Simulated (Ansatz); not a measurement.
# NaTe2: the cost of one run

Computed with Ansatz 0.2.0 (DFT PBE, scalar-relativistic, plane waves, PAW, unless a step's input says otherwise).

## Step 1: The system as given

It takes space group P4/mmm (No. 123, tetragonal). The conventional cell has a = 4.499 Å, b = 4.499 Å, c = 4.981 Å, α = 90.00°, β = 90.00°, γ = 90.00°. Na (site symmetry 4/mmm) is surrounded by 8 Te at 3.36 Å. Te (site symmetry mmm) is surrounded by 4 Te at 3.18 Å and 4 Na at 3.36 Å.

Coordinates:

```
Na Te
1.0
     4.49896    0.00000    0.00000
     0.00000    4.49896    0.00000
     0.00000    0.00000    4.98053
Na Te
1 2
Cartesian
  2.2495 2.2495 0.0000
  2.2495 0.0000 2.4903
  0.0000 2.2495 2.4903
```

The start is the relaxed end of an invented cell (made as: Na between sheets of the Se type, stage 1 (C2/m, No. 12)), taken up again for a closer look.

## Step 2: A first look at the guess

The input, input.yaml:

```yaml
crystal:
  lattice:
    - [4.4989578, 0.0, 0.0]
    - [0.0, 4.4989578, 0.0]
    - [0.0, 0.0, 4.9805313]
  atoms:
    - { symbol: Na, position: [0.5, 0.5, 0.0] }
    - { symbol: Te, position: [0.5, 0.0, 0.5] }
    - { symbol: Te, position: [0.0, 0.5, 0.5] }
basis:
  ecutwfc: 420
kpoints:
  mp_grid: { grid: [4, 4, 4] }
hamiltonian:
  xc: pbe
scf:
  occupations: { method: gaussian, width: 0.1 }
  lower_state_search: "off"
output:
  forces: true
  stress: true
  eigenvalues: true
```

Started as:

```
$ ansatz run input.yaml --threads 1 --pin off --max-ram 3072MiB --backend cpu --events-out ev --progress --plain --runs-dir out
```

Q: Estimate wall time and peak memory on 1 thread of Arm Neoverse V2, shared host.

About 2.5 s, with a peak of 0.34 GiB.
